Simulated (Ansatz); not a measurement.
# Si with a defect (N on a Si site): a single-point run

Aim: the field gradients at the nuclei of Si with a defect (N on a Si site), from a sound single-point run.

The COD entry's cell or inner coordinates are ideal or old and differ from later refinements, so a difference from it is no clean test against experiment.

Method: DFT, PBE, plane-wave PAW, default files, scalar-relativistic, in Ansatz 0.2.0.

## (1) The starting structure

It takes space group F-43m (No. 216, cubic). Conventional cell: a = 16.281 Å, b = 16.281 Å, c = 16.281 Å, α = 90.00°, β = 90.00°, γ = 90.00°. N (site symmetry -43m) has 4 Si at 2.35 Å as nearest neighbours. Around Si (site symmetry m) lie 4 Si at 2.35 Å. Si (site symmetry 3m) has 4 Si at 2.35 Å as nearest neighbours. Around Si (site symmetry 2mm) lie 4 Si at 2.35 Å. Around Si (site symmetry 3m) lie 1 N at 2.35 Å and 3 Si at 2.35 Å. Only part of the 10 independent sites is listed.

The input asks for a charge of +1 e on the cell.

As a file:

```xyz
54
Lattice="0.0000 8.1407 8.1407 8.1407 0.0000 8.1407 8.1407 8.1407 0.0000" Properties=species:S:1:pos:R:3 pbc="T T T"
N     4.0703    4.0703    4.0703
Si    6.7839    6.7839    4.0703
Si    9.4975    9.4975    4.0703
Si    6.7839    4.0703    6.7839
Si    9.4975    6.7839    6.7839
Si   12.2110    9.4975    6.7839
Si    9.4975    4.0703    9.4975
Si   12.2110    6.7839    9.4975
Si   14.9246    9.4975    9.4975
Si    4.0703    6.7839    6.7839
Si    6.7839    9.4975    6.7839
Si    9.4975   12.2110    6.7839
Si    6.7839    6.7839    9.4975
Si    9.4975    9.4975    9.4975
Si   12.2110   12.2110    9.4975
Si    9.4975    6.7839   12.2110
Si   12.2110    9.4975   12.2110
Si   14.9246   12.2110   12.2110
Si    4.0703    9.4975    9.4975
Si    6.7839   12.2110    9.4975
Si    9.4975   14.9246    9.4975
Si    6.7839    9.4975   12.2110
Si    9.4975   12.2110   12.2110
Si   12.2110   14.9246   12.2110
Si    9.4975    9.4975   14.9246
Si   12.2110   12.2110   14.9246
Si   14.9246   14.9246   14.9246
Si    2.7136    2.7136    2.7136
Si    5.4271    5.4271    2.7136
Si    8.1407    8.1407    2.7136
Si    5.4271    2.7136    5.4271
Si    8.1407    5.4271    5.4271
Si   10.8542    8.1407    5.4271
Si    8.1407    2.7136    8.1407
Si   10.8542    5.4271    8.1407
Si   13.5678    8.1407    8.1407
Si    2.7136    5.4271    5.4271
Si    5.4271    8.1407    5.4271
Si    8.1407   10.8542    5.4271
Si    5.4271    5.4271    8.1407
Si    8.1407    8.1407    8.1407
Si   10.8542   10.8542    8.1407
Si    8.1407    5.4271   10.8542
Si   10.8542    8.1407   10.8542
Si   13.5678   10.8542   10.8542
Si    2.7136    8.1407    8.1407
Si    5.4271   10.8542    8.1407
Si    8.1407   13.5678    8.1407
Si    5.4271    8.1407   10.8542
Si    8.1407   10.8542   10.8542
Si   10.8542   13.5678   10.8542
Si    8.1407    8.1407   13.5678
Si   10.8542   10.8542   13.5678
Si   13.5678   13.5678   13.5678
```

## (2) The calculation

The input, input.yaml:

```yaml
crystal:
  lattice:
    - [0.0, 8.14068, 8.14068]
    - [8.14068, 0.0, 8.14068]
    - [8.14068, 8.14068, 0.0]
  atoms:
    - { symbol: "N", position: [0.25, 0.25, 0.25] }
    - { symbol: Si, position: [0.25, 0.25, 0.5833333333] }
    - { symbol: Si, position: [0.25, 0.25, 0.9166666667] }
    - { symbol: Si, position: [0.25, 0.5833333333, 0.25] }
    - { symbol: Si, position: [0.25, 0.5833333333, 0.5833333333] }
    - { symbol: Si, position: [0.25, 0.5833333333, 0.9166666667] }
    - { symbol: Si, position: [0.25, 0.9166666667, 0.25] }
    - { symbol: Si, position: [0.25, 0.9166666667, 0.5833333333] }
    - { symbol: Si, position: [0.25, 0.9166666667, 0.9166666667] }
    - { symbol: Si, position: [0.5833333333, 0.25, 0.25] }
    - { symbol: Si, position: [0.5833333333, 0.25, 0.5833333333] }
    - { symbol: Si, position: [0.5833333333, 0.25, 0.9166666667] }
    - { symbol: Si, position: [0.5833333333, 0.5833333333, 0.25] }
    - { symbol: Si, position: [0.5833333333, 0.5833333333, 0.5833333333] }
    - { symbol: Si, position: [0.5833333333, 0.5833333333, 0.9166666667] }
    - { symbol: Si, position: [0.5833333333, 0.9166666667, 0.25] }
    - { symbol: Si, position: [0.5833333333, 0.9166666667, 0.5833333333] }
    - { symbol: Si, position: [0.5833333333, 0.9166666667, 0.9166666667] }
    - { symbol: Si, position: [0.9166666667, 0.25, 0.25] }
    - { symbol: Si, position: [0.9166666667, 0.25, 0.5833333333] }
    - { symbol: Si, position: [0.9166666667, 0.25, 0.9166666667] }
    - { symbol: Si, position: [0.9166666667, 0.5833333333, 0.25] }
    - { symbol: Si, position: [0.9166666667, 0.5833333333, 0.5833333333] }
    - { symbol: Si, position: [0.9166666667, 0.5833333333, 0.9166666667] }
    - { symbol: Si, position: [0.9166666667, 0.9166666667, 0.25] }
    - { symbol: Si, position: [0.9166666667, 0.9166666667, 0.5833333333] }
    - { symbol: Si, position: [0.9166666667, 0.9166666667, 0.9166666667] }
    - { symbol: Si, position: [0.1666666667, 0.1666666667, 0.1666666667] }
    - { symbol: Si, position: [0.1666666667, 0.1666666667, 0.5] }
    - { symbol: Si, position: [0.1666666667, 0.1666666667, 0.8333333333] }
    - { symbol: Si, position: [0.1666666667, 0.5, 0.1666666667] }
    - { symbol: Si, position: [0.1666666667, 0.5, 0.5] }
    - { symbol: Si, position: [0.1666666667, 0.5, 0.8333333333] }
    - { symbol: Si, position: [0.1666666667, 0.8333333333, 0.1666666667] }
    - { symbol: Si, position: [0.1666666667, 0.8333333333, 0.5] }
    - { symbol: Si, position: [0.1666666667, 0.8333333333, 0.8333333333] }
    - { symbol: Si, position: [0.5, 0.1666666667, 0.1666666667] }
    - { symbol: Si, position: [0.5, 0.1666666667, 0.5] }
    - { symbol: Si, position: [0.5, 0.1666666667, 0.8333333333] }
    - { symbol: Si, position: [0.5, 0.5, 0.1666666667] }
    - { symbol: Si, position: [0.5, 0.5, 0.5] }
    - { symbol: Si, position: [0.5, 0.5, 0.8333333333] }
    - { symbol: Si, position: [0.5, 0.8333333333, 0.1666666667] }
    - { symbol: Si, position: [0.5, 0.8333333333, 0.5] }
    - { symbol: Si, position: [0.5, 0.8333333333, 0.8333333333] }
    - { symbol: Si, position: [0.8333333333, 0.1666666667, 0.1666666667] }
    - { symbol: Si, position: [0.8333333333, 0.1666666667, 0.5] }
    - { symbol: Si, position: [0.8333333333, 0.1666666667, 0.8333333333] }
    - { symbol: Si, position: [0.8333333333, 0.5, 0.1666666667] }
    - { symbol: Si, position: [0.8333333333, 0.5, 0.5] }
    - { symbol: Si, position: [0.8333333333, 0.5, 0.8333333333] }
    - { symbol: Si, position: [0.8333333333, 0.8333333333, 0.1666666667] }
    - { symbol: Si, position: [0.8333333333, 0.8333333333, 0.5] }
    - { symbol: Si, position: [0.8333333333, 0.8333333333, 0.8333333333] }
total_charge: 1
kpoints:
  mp_grid: { grid: [2, 2, 2] }
scf:
  occupations: { method: fixed }
  max_iter: 50
hamiltonian:
  xc: pbe
  pseudopotentials: { kind: paw }
output:
  forces: true
  stress: true
  populations: true
  efg:
    quadrupole_moments_barn: { "N": 0.02044 }
    contact_densities: true
```

The run is started by

```
$ ansatz run input.yaml --threads 1 --pin off --max-ram 3072MiB --backend cpu --events-out ev --progress --plain --runs-dir out
```

**Question.** How will this run end, and is anything wrong with its input?

This run ends as converged, with warnings (unresolved pair at count). Its log warns: «a fill by count may have filled part of one level: at k-index 0 the highest filled band, 6.094381 eV, and the lowest empty band, 6.094381 eV, stand 7.994e-15 eV apart ...»

In the input, scf.occupations.method is fixed; scf.occupations.width is missing. The risk: fixed occupations where they can't hold. It still converged here, which does not make the setting sound.

The test: set scf.occupations.method to fermi_dirac and scf.occupations.width to 0.01.
